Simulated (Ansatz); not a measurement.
# CH₃InOSe: basis-set convergence

An exercise on one series of results from a longer session: the logs are not shown, and one member is left open.

The runs use Ansatz 0.2.0, Gaussian basis; one geometry, several basis sets.

The runs, in order: PBE0-D4/def2-SVP; ωB97M-V/def2-SVP; PBE0-D4/def2-QZVPP; ωB97M-V/def2-QZVPP; the functionals' def2-TZVPP values are taken from earlier runs.

## The relaxed structure

All runs share one geometry, relaxed beforehand with PBE0-D4 in a triple-zeta def2 set. In takes the def2 core potential; no spin-orbit term is included.

7 atoms, charge 0, spin multiplicity 1.

Atoms are counted from 1 here; the program's logs count them from 0.

Bond lengths: O1–C2 1.312 Å, O1–H5 0.966 Å, C2–Se3 1.803 Å, C2–In4 2.199 Å, Se3–In4 2.816 Å, In4–H6 1.708 Å, In4–H7 1.708 Å. Angles: C2–O1–H5 109.3°, O1–C2–Se3 120.9°, O1–C2–In4 150.2°, Se3–C2–In4 88.8°, C2–Se3–In4 51.3°, C2–In4–Se3 39.8°, C2–In4–H6 113.5°, C2–In4–H7 113.5°, Se3–In4–H6 109.9°, Se3–In4–H7 109.9°, H6–In4–H7 132.6°.

Set-up of the first run:

Input file in.yaml:

```yaml
crystal:
  periodic: [false, false, false]
  atoms:
    - {symbol: O, position_ang: [1.513794, -1.085710, 0.896157]}
    - {symbol: C, position_ang: [0.378998, -0.654086, 0.399069]}
    - {symbol: Se, position_ang: [-1.117647, -1.654138, 0.501824]}
    - {symbol: In, position_ang: [-0.781210, 0.895354, -0.644764]}
    - {symbol: H, position_ang: [2.199751, -0.421830, 0.749720]}
    - {symbol: H, position_ang: [-1.415193, 2.089630, 0.398816]}
    - {symbol: H, position_ang: [-0.717194, 0.762781, -2.346422]}
basis:
  gaussian: {orbitals: def2-SVP}
hamiltonian: {xc: pbe0, dispersion: d4}
output: {orbitals: {seedname: orbitals}}
```

Steps of the session up to this table: PBE0-D4 in def2-SVP; ωB97M-V in def2-SVP; PBE0-D4 in def2-QZVPP; ωB97M-V in def2-QZVPP.

One table of the session follows, with a row left open; its other results are not shown here.

It belongs to the step «Density functionals: the series». 

| functional | basis | HOMO (eV) | LUMO (eV) |
| --- | --- | --- | --- |
| PBE0-D4 | def2-SVP | -6.57 | -1.76 |
| PBE0-D4 | def2-TZVPP | -6.63 | -1.87 |
| PBE0-D4 | def2-QZVPP | ? | ? |
| ωB97M-V | def2-SVP | -8.58 | 0.47 |
| ωB97M-V | def2-TZVPP | -8.67 | 0.26 |
| ωB97M-V | def2-QZVPP | -8.68 | 0.11 |

**Question.** Estimate the row for PBE0-D4, def2-QZVPP.

**Answer.** HOMO (eV): -6.64; LUMO (eV): -1.90. In the column «HOMO (eV)» it lies between ωB97M-V, def2-SVP (-8.58) and PBE0-D4, def2-TZVPP (-6.63).
